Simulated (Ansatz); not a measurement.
# One shape, several levels: Si2H6TeO (SMILES O[SiH]([SiH3])[TeH])

We compute a comparison of 6 runs (HF/STO-3G, HF/def2-SVP, B3LYP/def2-SVP, PBE0/def2-SVPD, BLYP/def2-TZVP, FIC-NEVPT4(SD)(8,8)/LANL2DZ) of Si2H6TeO. 

The results are computed with Ansatz 0.2.0.

3 further runs of the same task are left out: 1 for a known fault of the program, 1 that didn't finish, 1 set aside as unsound or not needed.

### Step 1. The system as given

The species is Si2H6TeO (10 atoms), meant as a singlet with charge 0. As SMILES, `O[SiH]([SiH3])[TeH]`. The coordinates come from a PBE0-D4/def2-TZVP relaxation. This is one conformer, not always the lowest.

Bond lengths: O1–Si2 1.650 Å, Si2–Si3 2.341 Å, Si2–Te4 2.503 Å, O1–H5 0.959 Å, Si2–H6 1.483 Å, Si3–H7 1.489 Å, Si3–H8 1.486 Å, Si3–H9 1.488 Å, Te4–H10 1.659 Å. Some angles: O1–Si2–Si3 113.5°, O1–Si2–Te4 113.5°, Si3–Si2–Te4 106.3°, O1–Si2–H6 105.0°, Si3–Si2–H6 112.8°, Te4–Si2–H6 105.6°, Si2–O1–H5 117.2°, Si2–Si3–H7 108.6°, Si2–Si3–H8 109.5°, Si2–Si3–H9 111.8°.

### Step 2. Energy and gradient at HF/STO-3G (run 1)

Input file in.yaml:

```yaml
crystal:
  periodic: [false, false, false]
  atoms:
    - {symbol: O, position_ang: [-0.730300, 1.867800, -0.830700]}
    - {symbol: Si, position_ang: [-0.542100, 0.748000, 0.366200]}
    - {symbol: Si, position_ang: [1.428000, -0.500900, 0.173200]}
    - {symbol: Te, position_ang: [-2.414500, -0.909000, 0.488700]}
    - {symbol: H, position_ang: [-0.982600, 1.544600, -1.697400]}
    - {symbol: H, position_ang: [-0.611700, 1.520800, 1.630100]}
    - {symbol: H, position_ang: [1.316500, -1.383200, -1.021500]}
    - {symbol: H, position_ang: [1.599200, -1.346500, 1.383600]}
    - {symbol: H, position_ang: [2.622300, 0.372100, 0.009600]}
    - {symbol: H, position_ang: [-1.601700, -1.964800, -0.498900]}
basis:
  gaussian:
    orbitals: STO-3G
accuracy: high
magnetization:
  spin_polarized: false
hamiltonian:
  xc: hf
output: {forces: true, orbitals: {seedname: orbitals}}
```

Launch:

```sh
$ ansatz run in.yaml --threads 1 --pin off --max-ram 2610MiB --events-out events.jsonl --progress --plain --runs-dir runs
```

Output, shortened:

```text
Warning: RAYON_NUM_THREADS=1 ignored (pool sized by the plan → 1); use --threads N
Functional definition: HF
  name "HF"
[...]
973 factors; integrals over basis functions are off by at most 2.2e-8 eV
[...]
mean field -195805.42846390 eV, -7195.7167743620 hartree, gradient 1.3e-8 eV, S^2 0.000000; 0 other end points of the search recorded, 0 dependent functions left out
[...]
reference -195805.42846390 eV, -7195.7167743620 hartree; 47, 47 occupied and 9, 9 virtual orbitals, 973 factors
Total energy: -195805.42846390 eV, -7195.7167743620 hartree
Atom 0 at    -0.730300     1.867800    -0.830700 Å, force     0.271401     1.786418     0.808717 eV/Å
Atom 1 at    -0.542100     0.748000     0.366200 Å, force     1.039418    -0.828395     1.693179 eV/Å
Atom 2 at     1.428000    -0.500900     0.173200 Å, force     0.291434    -0.072173    -0.114569 eV/Å
Atom 3 at    -2.414500    -0.909000     0.488700 Å, force     0.409647    -0.525917    -0.650586 eV/Å
Atom 4 at    -0.982600     1.544600    -1.697400 Å, force    -0.317981    -0.999363    -1.108786 eV/Å
Atom 5 at    -0.611700     1.520800     1.630100 Å, force     0.215959    -0.701560    -1.382413 eV/Å
Atom 6 at     1.316500    -1.383200    -1.021500 Å, force     0.189438     0.995796     1.420490 eV/Å
Atom 7 at     1.599200    -1.346500     1.383600 Å, force    -0.161721     0.949505    -1.403753 eV/Å
Atom 8 at     2.622300     0.372100     0.009600 Å, force    -1.369779    -1.030933     0.206685 eV/Å
Atom 9 at    -1.601700    -1.964800    -0.498900 Å, force    -0.567816     0.426622     0.531036 eV/Å
Dipole moment:     0.469911    -0.055468    -0.255404 e Å
```

Run time: 9.1 s. Hardware: 1 thread of Intel Xeon at 2.50GHz (Skylake/Cascade Lake), shared host.

### Step 3. Energy and forces at HF/def2-SVP (core potential) (run 2)

Input file run.yaml:

```yaml
crystal:
  periodic: [false, false, false]
  atoms:
    - symbol: O
      position_ang: [-0.730300, 1.867800, -0.830700]
    - symbol: Si
      position_ang: [-0.542100, 0.748000, 0.366200]
    - symbol: Si
      position_ang: [1.428000, -0.500900, 0.173200]
    - symbol: Te
      position_ang: [-2.414500, -0.909000, 0.488700]
    - symbol: H
      position_ang: [-0.982600, 1.544600, -1.697400]
    - symbol: H
      position_ang: [-0.611700, 1.520800, 1.630100]
    - symbol: H
      position_ang: [1.316500, -1.383200, -1.021500]
    - symbol: H
      position_ang: [1.599200, -1.346500, 1.383600]
    - symbol: H
      position_ang: [2.622300, 0.372100, 0.009600]
    - symbol: H
      position_ang: [-1.601700, -1.964800, -0.498900]
basis:
  gaussian:
    orbitals: def2-SVP
hamiltonian:
  xc: hf
accuracy: high
output: {forces: true, orbitals: {seedname: orbitals}}
```

Launch:

```sh
$ ansatz run run.yaml --threads 1 --pin off --max-ram 2610MiB --events-out events.jsonl --progress --plain --runs-dir runs
```

Output, shortened:

```text
Warning: RAYON_NUM_THREADS=1 ignored (pool sized by the plan → 1); use --threads N
[... 2 set-up lines as earlier in the session ...]
[...]
2429 factors; integrals over basis functions are off by at most 6.5e-9 eV
[...]
mean field -25116.65482052 eV, -923.0200399742 hartree, gradient 2.3e-8 eV, S^2 0.000000; 0 other end points of the search recorded, 0 dependent functions left out
[...]
reference -25116.65482052 eV, -923.0200399742 hartree; 33, 33 occupied and 73, 73 virtual orbitals, 2429 factors
Total energy: -25116.65482052 eV, -923.0200399742 hartree
Atom 0 at    -0.730300     1.867800    -0.830700 Å, force    -0.247830    -0.365947    -0.970387 eV/Å
Atom 1 at    -0.542100     0.748000     0.366200 Å, force    -0.004424     0.498134     0.520302 eV/Å
Atom 2 at     1.428000    -0.500900     0.173200 Å, force     0.395253    -0.178923    -0.073338 eV/Å
Atom 3 at    -2.414500    -0.909000     0.488700 Å, force    -0.160806    -0.305224    -0.134656 eV/Å
Atom 4 at    -0.982600     1.544600    -1.697400 Å, force     0.208324     0.398273     0.659944 eV/Å
Atom 5 at    -0.611700     1.520800     1.630100 Å, force     0.047007    -0.132369    -0.107050 eV/Å
Atom 6 at     1.316500    -1.383200    -1.021500 Å, force     0.020865     0.046255     0.062356 eV/Å
Atom 7 at     1.599200    -1.346500     1.383600 Å, force    -0.018595     0.052246    -0.063757 eV/Å
Atom 8 at     2.622300     0.372100     0.009600 Å, force    -0.083281    -0.043731     0.017503 eV/Å
Atom 9 at    -1.601700    -1.964800    -0.498900 Å, force    -0.156514     0.031287     0.089083 eV/Å
Dipole moment:     0.121689    -0.107546    -0.211354 e Å
```

It took 31 s on 1 thread of Intel Xeon at 2.50GHz (Skylake/Cascade Lake), shared host; peak memory 0.4 GiB.

Runs 3 to 5 aren't shown in full; the table further down has their settings and results.

### Step 4. The energy at FIC-NEVPT4(SD)(8,8)/LANL2DZ (core potential) (run 6)

Input file input.yaml:

```yaml
crystal:
  periodic: [false, false, false]
  atoms:
    - symbol: O
      position_ang: [-0.730300, 1.867800, -0.830700]
    - symbol: Si
      position_ang: [-0.542100, 0.748000, 0.366200]
    - symbol: Si
      position_ang: [1.428000, -0.500900, 0.173200]
    - symbol: Te
      position_ang: [-2.414500, -0.909000, 0.488700]
    - symbol: H
      position_ang: [-0.982600, 1.544600, -1.697400]
    - symbol: H
      position_ang: [-0.611700, 1.520800, 1.630100]
    - symbol: H
      position_ang: [1.316500, -1.383200, -1.021500]
    - symbol: H
      position_ang: [1.599200, -1.346500, 1.383600]
    - symbol: H
      position_ang: [2.622300, 0.372100, 0.009600]
    - symbol: H
      position_ang: [-1.601700, -1.964800, -0.498900]
basis:
  gaussian: {orbitals: LANL2DZ.json}
hamiltonian: {pseudopotentials: {relativity: none}}
correlation:
  method: fic_nevpt4_sd
  active_space: {window: {electrons: 8, orbitals: 8}}
  electrons: outside_noble_gas
accuracy: high
output: {orbitals: {seedname: orbitals}}
```

The basis set LANL2DZ is read from a file made from the Basis Set Exchange's data (not shown).

Launch:

```sh
$ ansatz run input.yaml --threads 1 --pin off --max-ram 2610MiB --events-out events.jsonl --progress --plain --runs-dir runs
```

Output, shortened:

```text
Warning: RAYON_NUM_THREADS=1 ignored (pool sized by the plan → 1); use --threads N
[... 2 set-up lines as earlier in the session ...]
[...]
1207 factors; integrals over basis functions are off by at most 3.1e-9 eV
[...]
mean field -2549.39057203 eV, -93.6883754832 hartree, gradient 6.1e-8 eV, S^2 0.000000; 0 other end points of the search recorded, 0 dependent functions left out
reference -2549.39057203 eV, -93.6883754832 hartree; 14, 14 occupied and 31, 31 virtual orbitals, 1207 factors
state -2552.29052340 eV, -93.7949467302 hartree
state -2552.29052340 eV, -93.7949467302 hartree; corrected -2557.47131417 eV, -93.9853372794 hartree
state -2551.52844277 eV, -93.7669407838 hartree
state -2551.52844277 eV, -93.7669407838 hartree; corrected -2557.46973803 eV, -93.9852793574 hartree
state -2552.29052340 eV, -93.7949467302 hartree; corrected -2557.47131417 eV, -93.9853372794 hartree
state -2550.65226214 eV, -93.7347417394 hartree
state -2550.65226214 eV, -93.7347417394 hartree; corrected -2557.46967881 eV, -93.9852771812 hartree
state -2552.29052340 eV, -93.7949467302 hartree; corrected -2557.47131417 eV, -93.9853372794 hartree
[...]
Total energy: -2557.47131417 eV, -93.9853372794 hartree
```

Run time: 71 s. Hardware: 1 thread of Intel Xeon at 2.50GHz (Skylake/Cascade Lake), shared host; peak memory 0.35 GiB.

### Step 5. The series

```csv
run,level,core potential,task,energy (Eh),dipole moment (D),HOMO energy (eV),LUMO energy (eV),wall time
1,HF/STO-3G,none,gradient,-7195.716774,2.58,-6.33,7.49,9.1 s
2,HF/def2-SVP (core potential),def2-SVP,gradient,-923.020040,1.28,-8.85,2.54,31 s
3,B3LYP/def2-SVP (core potential),def2-SVP,gradient,-925.766907,1.16,-6.31,-0.81,52 s
4,PBE0/def2-SVPD (core potential),def2-SVPD,gradient,-925.338469,1.06,-6.66,-0.86,84 s
5,BLYP/def2-TZVP (core potential),def2-TZVP,gradient,-925.868932,1.01,-5.48,-1.47,88 s
6,"FIC-NEVPT4(SD)(8,8)/LANL2DZ (core potential)",LANL2DZ,energy,-93.985337,–,–,–,71 s
```

### Step 6. Results

| quantity | value |
| --- | --- |
| run 6: total energy | -93.98534 Eh |

What this shows: Over runs 1, 2, 3, 4, 5 the dipole moment (its size) runs from 1.01 D (BLYP/def2-TZVP) to 2.58 D (HF/STO-3G). The two ends differ in method and basis and core potential. Over runs 1, 2, 3, 4, 5 the HOMO–LUMO gap runs from 4.01 eV (BLYP/def2-TZVP) to 13.82 eV (HF/STO-3G). Totals of different functionals can't be ranked against each other. Some runs of one species differ in core potentials or relativity; totals across that change don't compare. In run 1 the basis is minimal, so the values are rough. In run 1 relativity is left out where basis or elements ask for it. All runs together took 5.6 min, the longest 88 s.
